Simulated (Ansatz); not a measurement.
# CH₃SeSi−: an energy map over two coordinates

Aim: map the energy of CH₃SeSi, SMILES C=[SiH][Se-], charge −1 over two coordinates, and find its wells, ridges and stiffness.

Computed with Ansatz 0.2.0. Level: RKS PBE0-D4/def2-TZVPD.

## 1. Where the work starts

6 atoms, charge -1, spin multiplicity 1.

Atoms are counted from 1 here; the program's logs count them from 0.

Bond lengths: C1–Si2 1.747 Å, C1–H4 1.103 Å, C1–H5 1.101 Å, Si2–Se3 2.187 Å, Si2–H6 1.520 Å. Angles: Si2–C1–H4 119.9°, Si2–C1–H5 123.9°, H4–C1–H5 116.2°, C1–Si2–Se3 132.7°, C1–Si2–H6 110.7°, Se3–Si2–H6 116.6°.

As a file:

```csv
atom,x (Å),y (Å),z (Å)
C1,-0.3922,0.4980,-0.7946
Si2,0.2773,-0.3241,0.5942
Se3,1.0680,-2.3423,0.8824
H4,-0.7367,1.5419,-0.7018
H5,-0.5032,0.0351,-1.7878
H6,0.2869,0.5914,1.8076
```

This geometry comes from a loose relaxation at PBE in a small basis, which is not shown.

## 2. The minimum at this level

Input file input.yaml:

```yaml
crystal:
  periodic: [false, false, false]
  atoms:
    - { symbol: C, position_ang: [-0.39223, 0.49799, -0.794618] }
    - { symbol: Si, position_ang: [0.2773, -0.324118, 0.594179] }
    - { symbol: Se, position_ang: [1.067966, -2.342306, 0.882399] }
    - { symbol: H, position_ang: [-0.736719, 1.54191, -0.701804] }
    - { symbol: H, position_ang: [-0.503205, 0.035119, -1.787767] }
    - { symbol: H, position_ang: [0.286898, 0.591395, 1.807611] }
total_charge: -1
basis:
  gaussian: { orbitals: def2-TZVPD }
hamiltonian:
  xc: pbe0
  dispersion: d4
output:
  forces: true
relax:
  f_tol: 0.003
  max_steps: 120
```

Run with:

```console
$ ansatz run input.yaml --threads 1 --pin off --max-ram 2560MiB --backend cpu --events-out ev --progress --plain --runs-dir out
```

What it wrote:

```text
Warning: RAYON_NUM_THREADS=1 ignored (pool sized by the plan → 1); use --threads N
The last accepted step is kept in <dir> (removed where the run ends without a failure and the disk answers)
Engine: ansatz 0.2.0, aarch64-unknown-linux-gnu
Functional definition: PBE0
  parameter a = 0.25
  parameter kappa = 0.804
  parameter beta = 0.06672455060314922
  exchange = (1 - a)*pbe_x(kappa = kappa, mu = beta*pi^2/3) + a*exact_x
  correlation = pbe_c(beta = beta)
1076 factors; their error is unknown
mean field evaluation 1: about -74298.8104 eV, gradient 4.0e1 eV
mean field evaluation 2: about -74288.6724 eV, gradient 6.5e1 eV
mean field evaluation 4: about -74302.5878 eV, gradient 4.6e0 eV
mean field evaluation 8: about -74302.9428 eV, gradient 3.7e-1 eV
mean field evaluation 16: about -74302.9430 eV, gradient 4.6e-5 eV
mean field -74302.94297106 eV, -2730.5827898429 hartree, gradient 4.6e-5 eV, S^2 0.000000; 0 other end points of the search recorded, 0 dependent functions left out
the calculation of the forces begins
reference -74302.94301138 eV, -2730.5827913245 hartree; 29, 29 occupied and 135, 135 virtual orbitals, 1076 factors
relax step   1: F+E_penalty+E_count = -74303.07823791 eV  Δ(F+E_penalty+E_count) = +0.000e0 eV  max|allowed force component| = 5.105e-1 eV/Å  Δτ_max = 0.0000 Å  (28 SCF iters, accepted)
these checks for a lower state are left out or cut short: starts, cluster_reference, orbital_swaps, neighbouring_geometries, increment
1076 factors; their error is unknown
mean field -74302.96872061 eV, -2730.5837361213 hartree, gradient 2.5e-5 eV, S^2 0.000000; 0 other end points of the search recorded, 0 dependent functions left out
the calculation of the forces begins
reference -74302.96876090 eV, -2730.5837376021 hartree; 29, 29 occupied and 135, 135 virtual orbitals, 1076 factors
relax step   2: F+E_penalty+E_count = -74303.10486572 eV  Δ(F+E_penalty+E_count) = -2.663e-2 eV  max|allowed force component| = 1.857e-1 eV/Å  Δτ_max = 0.0321 Å  (33 SCF iters, accepted)
these checks for a lower state are left out or cut short: starts, cluster_reference, orbital_swaps, neighbouring_geometries, increment
1076 factors; their error is unknown
mean field -74302.96918913 eV, -2730.5837533393 hartree, gradient 2.4e-5 eV, S^2 0.000000; 0 other end points of the search recorded, 0 dependent functions left out
the calculation of the forces begins
reference -74302.96922940 eV, -2730.5837548191 hartree; 29, 29 occupied and 135, 135 virtual orbitals, 1076 factors
relax step   3: F+E_penalty+E_count = -74303.10552862 eV  Δ(F+E_penalty+E_count) = -6.629e-4 eV  max|allowed force component| = 8.145e-2 eV/Å  Δτ_max = 0.0282 Å  (32 SCF iters, accepted)
these checks for a lower state are left out or cut short: starts, cluster_reference, orbital_swaps, neighbouring_geometries, increment
1076 factors; their error is unknown
mean field evaluation 32: about -74302.6802 eV, gradient 8.2e-3 eV
mean field -74302.97051193 eV, -2730.5838019511 hartree, gradient 2.3e-5 eV, S^2 0.000000; 0 other end points of the search recorded, 0 dependent functions left out
the calculation of the forces begins
reference -74302.97055219 eV, -2730.5838034305 hartree; 29, 29 occupied and 135, 135 virtual orbitals, 1076 factors
relax step   4: F+E_penalty+E_count = -74303.10686501 eV  Δ(F+E_penalty+E_count) = -1.336e-3 eV  max|allowed force component| = 5.594e-2 eV/Å  Δτ_max = 0.0232 Å  (32 SCF iters, accepted)
these checks for a lower state are left out or cut short: starts, cluster_reference, orbital_swaps, neighbouring_geometries, increment
1076 factors; their error is unknown
mean field -74302.97082498 eV, -2730.5838134555 hartree, gradient 2.3e-5 eV, S^2 0.000000; 0 other end points of the search recorded, 0 dependent functions left out
the calculation of the forces begins
reference -74302.97086523 eV, -2730.5838149347 hartree; 29, 29 occupied and 135, 135 virtual orbitals, 1076 factors
relax step   5: F+E_penalty+E_count = -74303.10709834 eV  Δ(F+E_penalty+E_count) = -2.333e-4 eV  max|allowed force component| = 1.682e-2 eV/Å  Δτ_max = 0.0043 Å  (34 SCF iters, accepted)
these checks for a lower state are left out or cut short: starts, cluster_reference, orbital_swaps, neighbouring_geometries, increment
1076 factors; their error is unknown
mean field -74302.97081971 eV, -2730.5838132617 hartree, gradient 2.3e-5 eV, S^2 0.000000; 0 other end points of the search recorded, 0 dependent functions left out
the calculation of the forces begins
reference -74302.97085996 eV, -2730.5838147409 hartree; 29, 29 occupied and 135, 135 virtual orbitals, 1076 factors
relax step   6: F+E_penalty+E_count = -74303.10712098 eV  Δ(F+E_penalty+E_count) = -2.265e-5 eV  max|allowed force component| = 1.418e-3 eV/Å  Δτ_max = 0.0028 Å  (34 SCF iters, accepted)
1076 factors; their error is unknown
mean field evaluation 64: about -74302.6802 eV, gradient 2.9e-1 eV
mean field -74302.97081971 eV, -2730.5838132617 hartree, gradient 2.3e-5 eV, S^2 0.000000; 1 other end points of the search recorded, 0 dependent functions left out
the calculation of the forces begins
reference -74302.97085996 eV, -2730.5838147409 hartree; 29, 29 occupied and 135, 135 virtual orbitals, 1076 factors
Total energy: -74303.10716123 eV, -2730.5888237204 hartree
Atom 0 at    -0.387881     0.489690    -0.784661 Å, force     0.000182    -0.000165     0.000247 eV/Å
Atom 1 at     0.273725    -0.321708     0.584465 Å, force    -0.000457     0.001418     0.000222 eV/Å
Atom 2 at     1.054862    -2.310892     0.874419 Å, force    -0.000014     0.000030     0.000072 eV/Å
Atom 3 at    -0.725233     1.519252    -0.690826 Å, force    -0.000344     0.000569    -0.000268 eV/Å
Atom 4 at    -0.498352     0.039883    -1.766165 Å, force     0.000278    -0.000531     0.000256 eV/Å
Atom 5 at     0.282889     0.583764     1.782768 Å, force     0.000355    -0.001321    -0.000529 eV/Å
Dipole moment:     0.078752    -0.113564     0.141074 e Å
```

It took 48 s on 1 thread of Arm Neoverse V2, shared host; peak memory 0.35 GiB.

The steps of the relaxation:

```csv
step,energy from step 1 (eV),largest force component (eV/Å)
1,0.0000,0.5105
2,-0.0266,0.1857
3,-0.0273,0.0814
4,-0.0286,0.0559
5,-0.0289,0.0168
6,-0.0289,0.0014
```

Close pairs (by a distance rule), those that changed most:

```csv
bond,before (Å),after (Å),change (Å)
Si2–Se3,2.187,2.157,-0.030
C1–Si2,1.747,1.724,-0.024
Si2–H6,1.520,1.502,-0.018
C1–H5,1.101,1.085,-0.016
C1–H4,1.103,1.087,-0.016
```

## 3. Plan of the scan

- umbrella angle at Si2 (between each of its bonds and their common axis; 90 is planar): 9 values from 66 to 114 °
- change of the bonds Si2–C1, Si2–Se3, Si2–H6, all alike: 9 values from −0.197 to 0.305 Å

Nothing else is relaxed (all other coordinates rigid). Energies count from the relaxed molecule at the same level. Points are written as (first, second).

Below, 2 of the grid's runs; all are launched alike.

## 4. The run at (96°, 0.242 Å)

Input file input.yaml:

```yaml
crystal:
  periodic: [false, false, false]
  atoms:
    - { symbol: C, position_ang: [-0.664222, 0.532384, -0.916913] }
    - { symbol: Si, position_ang: [0.273725, -0.321708, 0.584465] }
    - { symbol: Se, position_ang: [0.908844, -2.602725, 0.967953] }
    - { symbol: H, position_ang: [-1.051943, 1.542392, -0.806615] }
    - { symbol: H, position_ang: [-0.831654, 0.060457, -1.87979] }
    - { symbol: H, position_ang: [0.117874, 0.665191, 2.013853] }
total_charge: -1
basis:
  gaussian: { orbitals: def2-TZVPD }
hamiltonian:
  xc: pbe0
  dispersion: d4
output:
  forces: true
```

Run with:

```console
$ ansatz run input.yaml --threads 1 --pin off --max-ram 2560MiB --backend cpu --events-out ev --progress --plain --runs-dir out
```

What it wrote:

```text
Warning: RAYON_NUM_THREADS=1 ignored (pool sized by the plan → 1); use --threads N
[... 7 set-up lines as earlier in the session ...]
1076 factors; their error is unknown
mean field evaluation 1: about -74296.5090 eV, gradient 4.1e1 eV
mean field evaluation 2: about -74277.8372 eV, gradient 7.8e1 eV
mean field evaluation 4: about -74300.9697 eV, gradient 8.3e0 eV
mean field evaluation 8: about -74301.2053 eV, gradient 1.8e-1 eV
mean field evaluation 16: about -74301.4946 eV, gradient 4.3e-4 eV
mean field -74301.49456238 eV, -2730.5295618055 hartree, gradient 5.2e-5 eV, S^2 0.000000; 0 other end points of the search recorded, 0 dependent functions left out
the calculation of the forces begins
reference -74301.49460338 eV, -2730.5295633123 hartree; 29, 29 occupied and 135, 135 virtual orbitals, 1076 factors
Total energy: -74301.62393219 eV, -2730.5343160585 hartree
Atom 0 at    -0.664222     0.532384    -0.916913 Å, force     1.730788    -1.745087     3.204757 eV/Å
Atom 1 at     0.273725    -0.321708     0.584465 Å, force    -1.916030     0.446908    -0.984564 eV/Å
Atom 2 at     0.908844    -2.602725     0.967953 Å, force    -0.610246     2.686445    -0.498880 eV/Å
Atom 3 at    -1.051943     1.542392    -0.806615 Å, force     0.228020     0.019102     0.175660 eV/Å
Atom 4 at    -0.831654     0.060457    -1.879790 Å, force     0.258037    -0.170873     0.087829 eV/Å
Atom 5 at     0.117874     0.665191     2.013853 Å, force     0.309431    -1.236495    -1.984801 eV/Å
Dipole moment:     0.088915    -0.150564     0.108992 e Å
```

It took 6.5 s on 1 thread of Arm Neoverse V2, shared host; peak memory 0.34 GiB.

That is 34.2 kcal/mol from the zero.

## 5. Point (90°, −0.009 Å)

Input file input.yaml:

```yaml
crystal:
  periodic: [false, false, false]
  atoms:
    - { symbol: C, position_ang: [-0.38442, 0.485455, -0.777513] }
    - { symbol: Si, position_ang: [0.273725, -0.321708, 0.584465] }
    - { symbol: Se, position_ang: [1.051609, -2.302588, 0.873207] }
    - { symbol: H, position_ang: [-0.721771, 1.515018, -0.683679] }
    - { symbol: H, position_ang: [-0.494889, 0.035649, -1.759018] }
    - { symbol: H, position_ang: [0.282839, 0.57834, 1.775586] }
total_charge: -1
basis:
  gaussian: { orbitals: def2-TZVPD }
hamiltonian:
  xc: pbe0
  dispersion: d4
output:
  forces: true
```

Run with:

```console
$ ansatz run input.yaml --threads 1 --pin off --max-ram 2560MiB --backend cpu --events-out ev --progress --plain --runs-dir out
```

What it wrote:

```text
Warning: RAYON_NUM_THREADS=1 ignored (pool sized by the plan → 1); use --threads N
[... 7 set-up lines as earlier in the session ...]
1076 factors; their error is unknown
mean field evaluation 1: about -74298.6855 eV, gradient 4.1e1 eV
mean field evaluation 2: about -74288.9379 eV, gradient 6.5e1 eV
mean field evaluation 4: about -74302.6179 eV, gradient 4.5e0 eV
mean field evaluation 8: about -74302.9675 eV, gradient 3.7e-1 eV
mean field evaluation 16: about -74302.9676 eV, gradient 3.3e-5 eV
mean field -74302.96759685 eV, -2730.5836948240 hartree, gradient 3.3e-5 eV, S^2 0.000000; 0 other end points of the search recorded, 0 dependent functions left out
the calculation of the forces begins
reference -74302.96763710 eV, -2730.5836963030 hartree; 29, 29 occupied and 135, 135 virtual orbitals, 1076 factors
Total energy: -74303.10430344 eV, -2730.5887186986 hartree
Atom 0 at    -0.384420     0.485455    -0.777513 Å, force    -0.107687     0.129906    -0.225829 eV/Å
Atom 1 at     0.273725    -0.321708     0.584465 Å, force     0.047224    -0.063093     0.091023 eV/Å
Atom 2 at     1.051609    -2.302588     0.873207 Å, force     0.066449    -0.168629     0.025534 eV/Å
Atom 3 at    -0.721771     1.515018    -0.683679 Å, force    -0.003691     0.002622    -0.009816 eV/Å
Atom 4 at    -0.494889     0.035649    -1.759018 Å, force    -0.004655     0.008343    -0.006308 eV/Å
Atom 5 at     0.282839     0.578340     1.775586 Å, force     0.002360     0.090851     0.125396 eV/Å
Dipole moment:     0.078187    -0.111875     0.141188 e Å
```

Wall time 6.3 s (1 thread of Arm Neoverse V2, shared host); peak memory 0.35 GiB.

Energy on the map's scale: 0.07 kcal/mol.

## 6. All points together

45 points were computed, 36 more follow by symmetry. Energies in kcal/mol, from the relaxed molecule at the same level:

| change of the bonds Si2–C1, Si2–Se3, Si2–H6, all alike (Å) ↓, umbrella angle at Si2 (between each of its bonds and their common axis; 90 is planar) (°) → | 66 | 72 | 78 | 84 | 90 | 96 | 102 | 108 | 114 |
| --- | --- | --- | --- | --- | --- | --- | --- | --- | --- |
| 0.305 | 62.3 | 56.0 | 51.6 | 49.0 | 48.2 | 49.0 | 51.6 | 56.0 | 62.3 |
| 0.242 | 50.4 | 42.8 | 37.4 | 34.2 | 33.1 | 34.2 | 37.4 | 42.8 | 50.4 |
| 0.179 | 40.3 | 31.4 | 25.0 | 21.1 | 19.8 | 21.1 | 25.0 | 31.4 | 40.3 |
| 0.117 | 33.0 | 22.7 | 15.2 | 10.8 | 9.3 | 10.8 | 15.2 | 22.7 | 33.0 |
| 0.054 | 29.3 | 17.5 | 9.0 | 3.9 | 2.2 | 3.9 | 9.0 | 17.5 | 29.3 |
| −0.009 | 30.7 | 17.4 | 7.8 | 2.0 | 0.1 | 2.0 | 7.8 | 17.4 | 30.7 |
| −0.072 | 39.0 | 24.1 | 13.3 | 6.8 | 4.7 | 6.8 | 13.3 | 24.1 | 39.0 |
| −0.135 | 56.2 | 39.7 | 27.7 | 20.5 | 18.1 | 20.5 | 27.7 | 39.7 | 56.2 |
| −0.197 | 84.7 | 66.4 | 53.2 | 45.3 | 42.7 | 45.3 | 53.2 | 66.4 | 84.7 |

On the same grid, largest force on an atom (eV/Å):

```
change of the bonds Si2–C1, Si2–Se3, Si2–H6, all alike (Å) ↓, umbrella angle at Si2 (between each of its bonds and their common axis; 90 is planar) (°) →    66    72    78    84    90    96   102   108   114
                                                                                                                                                    0.305   4.8   4.1   4.3   4.4   4.4   4.4   4.3   4.1   4.8
                                                                                                                                                    0.242   4.7   4.0   3.9   4.0   4.1   4.0   3.9   4.0   4.7
                                                                                                                                                    0.179   4.4   3.7   3.3   3.5   3.5   3.5   3.3   3.7   4.4
                                                                                                                                                    0.117   3.8   3.3   2.5   2.6   2.7   2.6   2.5   3.3   3.8
                                                                                                                                                    0.054   3.0   2.7   2.0   1.4   1.4   1.4   2.0   2.7   3.0
                                                                                                                                                   −0.009   1.9   1.8   1.4   0.8   0.3   0.8   1.4   1.8   1.9
                                                                                                                                                   −0.072   3.7   3.3   2.9   2.7   2.6   2.7   2.9   3.3   3.7
                                                                                                                                                   −0.135   6.9   6.5   6.1   5.9   5.8   5.9   6.1   6.5   6.9
                                                                                                                                                   −0.197  11.1  10.7  10.3  10.1  10.0  10.1  10.3  10.7  11.1
```

## 7. Summary of results

| quantity | value |
| --- | --- |
| lowest point | (90°, −0.009 Å), 0.07 kcal/mol |
| highest computed point | (66°, −0.197 Å), 84.6 kcal/mol above the lowest |
| largest force on an atom (eV/Å) | 0.3 at (90°, −0.009 Å) to 11.1 at (66°, −0.197 Å); 0.3 at the lowest point |
| time for the whole task | 6.1 min on 1 thread, shared host |

In words: The lowest computed point is at (90°, −0.009 Å), 0.07 kcal/mol from the relaxed molecule at the same level. The grid is coarse, so the lowest point of the scanned range may lie between grid points; coordinates that were held can hide deeper minima. The grid shows no other well, apart from its symmetry copies. The highest computed point, (66°, −0.197 Å), lies 84.6 kcal/mol above the lowest. Round the minimum the two coordinates are nearly uncoupled.
